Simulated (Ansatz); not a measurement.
# CH₅AlFN: how energies converge with the basis set

How large a basis does CH₅AlFN need? Two functionals are run in growing sets.

Computed with Ansatz 0.2.0, Gaussian basis. Level: one geometry, several basis sets.

The runs, in order: PBE0-D4/def2-SVP; ωB97M-V/def2-SVP; PBE0-D4/def2-QZVPP; ωB97M-V/def2-QZVPP; the functionals' def2-TZVPP values are taken from earlier runs.

## 1. Structure used throughout

All runs share one geometry, relaxed beforehand with PBE0-D4/def2-TZVP.

9 atoms, charge 0, spin multiplicity 1.

Atoms are counted from 1 here; the program's logs count them from 0.

Bond lengths: N1–C2 1.285 Å, N1–H5 1.014 Å, N1–H6 1.022 Å, C2–Al4 2.083 Å, C2–H7 1.093 Å, F3–Al4 1.676 Å, Al4–H8 1.598 Å, Al4–H9 1.629 Å. Angles: C2–N1–H5 125.1°, C2–N1–H6 116.8°, H5–N1–H6 118.1°, N1–C2–Al4 113.7°, N1–C2–H7 113.0°, Al4–C2–H7 133.2°, C2–Al4–F3 105.6°, C2–Al4–H8 106.0°, C2–Al4–H9 92.4°, F3–Al4–H8 116.5°, F3–Al4–H9 114.6°, H8–Al4–H9 117.5°.

As a file:

```xyz
9
CH5AlFN
N    -0.14557    1.17443   -0.84978
C     0.44949    0.04153   -0.73307
F     1.37018   -1.21992    1.83213
Al   -0.06487   -1.00183    0.99433
H    -0.05508    1.80182   -1.64120
H    -0.75886    1.45350   -0.08081
H     1.09395   -0.19198   -1.58458
H    -0.81136   -2.32669    0.50370
H    -0.98929    0.22293    1.54219
```

## 2. PBE0-D4 in def2-SVP

Contents of in.yaml:

```yaml
crystal:
  periodic: [false, false, false]
  atoms:
    - {symbol: N, position_ang: [-0.145567, 1.174434, -0.849780]}
    - {symbol: C, position_ang: [0.449492, 0.041531, -0.733072]}
    - {symbol: F, position_ang: [1.370181, -1.219917, 1.832129]}
    - {symbol: Al, position_ang: [-0.064868, -1.001830, 0.994327]}
    - {symbol: H, position_ang: [-0.055079, 1.801822, -1.641204]}
    - {symbol: H, position_ang: [-0.758858, 1.453501, -0.080811]}
    - {symbol: H, position_ang: [1.093950, -0.191981, -1.584575]}
    - {symbol: H, position_ang: [-0.811356, -2.326688, 0.503695]}
    - {symbol: H, position_ang: [-0.989294, 0.222928, 1.542192]}
basis:
  gaussian: {orbitals: def2-SVP}
hamiltonian: {xc: pbe0, dispersion: d4}
output: {orbitals: {seedname: orbitals}}
```

On the command line:

```console
> ansatz run in.yaml --threads 2 --pin off --events-out ev --progress --plain --max-ram 4352MiB
```

The runs that follow: ωB97M-V in def2-SVP; PBE0-D4 in def2-QZVPP; ωB97M-V in def2-QZVPP.

Before running them: what should the planned runs give, taken together? Wanted: PBE0-D4: double and triple zeta above quadruple; ωB97M-V: double and triple zeta above quadruple.

As calculated:

```
                                       quantity          value
PBE0-D4: double and triple zeta above quadruple  9.28, 0.53 eV
ωB97M-V: double and triple zeta above quadruple  9.47, 0.50 eV
```

In words: For PBE0-D4 the step from double to triple zeta gains 8.76 eV and the next only 0.53 eV. Total energies overstate the basis error of differences, where much of it tends to cancel.
